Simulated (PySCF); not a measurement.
# The bond of MgGe, level by level

An exercise on one series of results from a longer session: the logs are not shown, and one member is left open.

Program: PySCF 2.14.0. Level of theory: Mg aug-pcseg-1, Ge aug-pcseg-1, no relativity. These are calculated values, not measurements.

Set-up of the first run:

The job is set up so:

```yaml
atoms: Mg, Ge
charge: 0
basis: Mg aug-pcseg-1, Ge aug-pcseg-1
Hamiltonian: no relativity
basis_functions: 50
electrons_treated: 44
masses_in_u: 23.9850, 73.9212
levels: PBE0, PBE, r²SCAN, BLYP, M06-L, TPSSh, HF, MP2, SCS-MP2, CCSD, CCSD(T)
grid: 80 radial by 434 angular points
occupations: held fixed by the projection of orbital angular momentum
dissociation_limit: Mg + Ge, each in its ground configuration
starting_distance_in_angstrom: 2.515
values_of_2S_to_try: 0, 2
```

Started as:

```console
> OMP_NUM_THREADS=1 python dia.py task.json out
```

Among the steps run: Set-up; The PBE0 curve of the state that the search chose; Excited determinants; PBE (GGA); r²SCAN; BLYP (GGA); M06-L (meta-GGA); TPSSh; ROHF (mean field); Adding correlation.

One table of the session follows, with a row left open; its other results are not shown here.

```
       level  Re (Å)  ωe (cm⁻¹)  De (eV)
        ROHF   2.871      134.0    0.212
    ROHF-MP2       ?          ?        ?
ROHF-SCS-MP2   2.679      216.9     0.62
   ROHF-CCSD   2.714      212.2     0.61
ROHF-CCSD(T)   2.693      224.0     0.71
         PBE   2.622      245.0     1.14
        BLYP   2.649      228.5     0.89
      r²SCAN   2.594      258.6     1.24
       M06-L   2.609      237.0     1.03
       TPSSh   2.618      246.6     1.08
        PBE0   2.624      242.9     1.03
```

Estimate the missing values for ROHF-MP2.

**Answer.** Re (Å): 2.647; ωe (cm⁻¹): 234.8; De (eV): 0.75. In the column «Re (Å)» it lies between PBE0 (2.624) and BLYP (2.649).

De is counted to Mg + Ge in their ground configurations.
